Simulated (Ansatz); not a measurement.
# CH5AlO2 (SMILES C[Al](O)O) at HF/cc-pVTZ (start density atoms)

Aim: the energy change on altering one bond length of CH5AlO2 at HF/cc-pVTZ (start density atoms), from 2 runs. 

Program for the calculation: Ansatz 0.2.0.

5 further runs of the same task are left out: 5 set aside as unsound or not needed. Runs told in other sessions of the task aren't counted.

### Step 1. Starting point

The species is CH5AlO2 (9 atoms), meant as a singlet with charge 0. As SMILES, `C[Al](O)O`. The shape is that of a PBE0-D4/def2-TZVP optimisation. This is one conformer, not always the lowest.

Bond lengths: C1–Al2 1.933 Å, Al2–O3 1.698 Å, Al2–O4 1.698 Å, C1–H5 1.093 Å, C1–H6 1.092 Å, C1–H7 1.094 Å, O3–H8 0.954 Å, O4–H9 0.955 Å. Some angles: C1–Al2–O3 118.6°, C1–Al2–O4 119.1°, O3–Al2–O4 122.3°, Al2–C1–H5 111.1°, Al2–C1–H6 111.7°, Al2–C1–H7 110.8°, Al2–O3–H8 125.6°, Al2–O4–H9 125.4°, H5–C1–H6 108.4°, H5–C1–H7 106.8°.

### Step 2. Energy and forces at HF/cc-pVTZ (start density atoms)

molecule.yaml

```yaml
crystal:
  periodic: [false, false, false]
  atoms:
    - {symbol: C, position_ang: [-0.025110, 1.109820, -1.034090]}
    - {symbol: Al, position_ang: [-0.001290, -0.302910, 0.285630]}
    - {symbol: O, position_ang: [0.957740, -1.672870, -0.006720]}
    - {symbol: O, position_ang: [-0.933740, -0.131550, 1.694140]}
    - {symbol: H, position_ang: [-0.226970, 0.712350, -2.032300]}
    - {symbol: H, position_ang: [-0.780650, 1.863510, -0.803740]}
    - {symbol: H, position_ang: [0.945840, 1.611200, -1.084700]}
    - {symbol: H, position_ang: [1.048330, -2.422320, 0.577320]}
    - {symbol: H, position_ang: [-0.984140, -0.767250, 2.404460]}
basis:
  gaussian: {orbitals: cc-pVTZ}
hamiltonian: {xc: hf}
output: {forces: true, orbitals: {seedname: orbitals}}
accuracy: high
```

Started as:

```console
ansatz run molecule.yaml --threads 1 --pin off --max-ram 3480MiB --events-out events.jsonl --progress --plain --runs-dir runs
```

Standard output:

```text
Warning: RAYON_NUM_THREADS=1 ignored (pool sized by the plan → 1); use --threads N
Functional definition: HF
  name "HF"
  exchange = exact_x
  correlation = 0
3429 factors; integrals over basis functions are off by at most 1.4e-8 eV
mean field evaluation 1: about -11767.0402 eV, gradient 5.6e1 eV
mean field evaluation 2: about -11767.1470 eV, gradient 5.6e1 eV
mean field evaluation 4: about -11772.6518 eV, gradient 3.1e0 eV
mean field evaluation 8: about -11772.7050 eV, gradient 2.2e-1 eV
mean field evaluation 16: about -11772.7052 eV, gradient 5.2e-8 eV
mean field -11772.70524616 eV, -432.6389379703 hartree, gradient 5.2e-8 eV, S^2 0.000000; 0 other end points of the search recorded, 0 dependent functions left out
the calculation of the forces begins
reference -11772.70524616 eV, -432.6389379703 hartree; 20, 20 occupied and 174, 174 virtual orbitals, 3429 factors
Total energy: -11772.70524616 eV, -432.6389379703 hartree
Atom 0 at    -0.025110     1.109820    -1.034090 Å, force    -0.014974     0.337261    -0.312733 eV/Å
Atom 1 at    -0.001290    -0.302910     0.285630 Å, force    -0.001784    -0.176720     0.171591 eV/Å
Atom 2 at     0.957740    -1.672870    -0.006720 Å, force    -0.073299    -0.690353     0.808888 eV/Å
Atom 3 at    -0.933740    -0.131550     1.694140 Å, force     0.124586    -0.856287     0.632635 eV/Å
Atom 4 at    -0.226970     0.712350    -2.032300 Å, force     0.046704     0.119871     0.224293 eV/Å
Atom 5 at    -0.780650     1.863510    -0.803740 Å, force     0.195450    -0.167781    -0.086709 eV/Å
Atom 6 at     0.945840     1.611200    -1.084700 Å, force    -0.231559    -0.100225    -0.003901 eV/Å
Atom 7 at     1.048330    -2.422320     0.577320 Å, force    -0.060368     0.797004    -0.683173 eV/Å
Atom 8 at    -0.984140    -0.767250     2.404460 Å, force     0.015244     0.737229    -0.750890 eV/Å
Dipole moment:     0.008884    -0.279784     0.262197 e Å
```

Run time: 25 s. Hardware: 1 thread of Arm Neoverse V2, shared host; peak memory 0.88 GiB.

### Step 3. The distorted shape

molecule.yaml

```yaml
crystal:
  periodic: [false, false, false]
  atoms:
    - {symbol: C, position_ang: [-0.004915, 1.149584, -0.934227]}
    - {symbol: Al, position_ang: [0.018905, -0.263146, 0.385493]}
    - {symbol: O, position_ang: [0.977935, -1.633106, 0.093143]}
    - {symbol: O, position_ang: [-0.913545, -0.091786, 1.794003]}
    - {symbol: H, position_ang: [-0.226970, 0.712350, -2.032300]}
    - {symbol: H, position_ang: [-0.760455, 1.903274, -0.703877]}
    - {symbol: H, position_ang: [0.966035, 1.650964, -0.984837]}
    - {symbol: H, position_ang: [1.068525, -2.382556, 0.677183]}
    - {symbol: H, position_ang: [-0.963945, -0.727486, 2.504323]}
basis:
  gaussian: {orbitals: cc-pVTZ}
hamiltonian: {xc: hf}
output: {forces: true, orbitals: {seedname: orbitals}}
accuracy: high
```

Started as:

```console
ansatz run molecule.yaml --threads 1 --pin off --max-ram 3480MiB --events-out events.jsonl --progress --plain --runs-dir runs
```

Standard output:

```text
Warning: RAYON_NUM_THREADS=1 ignored (pool sized by the plan → 1); use --threads N
[... 4 set-up lines as earlier in the session ...]
3433 factors; integrals over basis functions are off by at most 9.6e-9 eV
mean field evaluation 1: about -11766.8783 eV, gradient 5.5e1 eV
mean field evaluation 2: about -11766.9850 eV, gradient 5.6e1 eV
mean field evaluation 4: about -11772.4589 eV, gradient 3.1e0 eV
mean field evaluation 8: about -11772.5126 eV, gradient 2.3e-1 eV
mean field evaluation 16: about -11772.5129 eV, gradient 5.5e-8 eV
mean field -11772.51294015 eV, -432.6318708545 hartree, gradient 5.5e-8 eV, S^2 0.000000; 0 other end points of the search recorded, 0 dependent functions left out
the calculation of the forces begins
reference -11772.51294015 eV, -432.6318708545 hartree; 20, 20 occupied and 174, 174 virtual orbitals, 3433 factors
Total energy: -11772.51294015 eV, -432.6318708545 hartree
Atom 0 at    -0.004915     1.149584    -0.934227 Å, force    -0.459118    -0.556595    -2.505501 eV/Å
Atom 1 at     0.018905    -0.263146     0.385493 Å, force    -0.017225    -0.232939     0.106015 eV/Å
Atom 2 at     0.977935    -1.633106     0.093143 Å, force    -0.073729    -0.682694     0.815840 eV/Å
Atom 3 at    -0.913545    -0.091786     1.794003 Å, force     0.128291    -0.843786     0.621822 eV/Å
Atom 4 at    -0.226970     0.712350    -2.032300 Å, force     0.548931     1.114983     2.700996 eV/Å
Atom 5 at    -0.760455     1.903274    -0.703877 Å, force     0.176126    -0.199986    -0.191041 eV/Å
Atom 6 at     0.966035     1.650964    -0.984837 Å, force    -0.259470    -0.134663    -0.114407 eV/Å
Atom 7 at     1.068525    -2.382556     0.677183 Å, force    -0.059872     0.799054    -0.682228 eV/Å
Atom 8 at    -0.963945    -0.727486     2.504323 Å, force     0.016066     0.736626    -0.751495 eV/Å
Dipole moment:     0.012384    -0.273369     0.281446 e Å
```

Run time: 25 s. Hardware: 1 thread of Arm Neoverse V2, shared host; peak memory 0.88 GiB.

### Step 4. Outcome

At HF/cc-pVTZ (start density atoms):

| quantity | value |
| --- | --- |
| first shape: total energy | -432.63894 Eh |
| first shape: dipole moment | 1.84 D |
| first shape: HOMO energy | -11.73 eV |
| first shape: LUMO energy | 2.68 eV |
| first shape: HOMO–LUMO gap | 14.42 eV |
| first shape: largest force on an atom | 1.072 eV/Å |
| distorted shape: total energy | -432.63187 Eh |
| distorted shape: dipole moment | 1.89 D |
| distorted shape: HOMO energy | -11.73 eV |
| distorted shape: LUMO energy | 2.66 eV |
| distorted shape: HOMO–LUMO gap | 14.38 eV |
| distorted shape: largest force on an atom | 2.973 eV/Å |
| energy change with the C1–H5 bond stretched from 1.093 to 1.203 Å | 0.192 eV |

With the C1–H5 bond stretched from 1.093 to 1.203 Å the energy rises by 0.19 eV (18.6 kJ/mol). The first shape isn't relaxed at this level, so the change isn't measured from a minimum. The largest force (first shape) is 1.07 eV/Å: the shape isn't a stationary point for this species at this level.
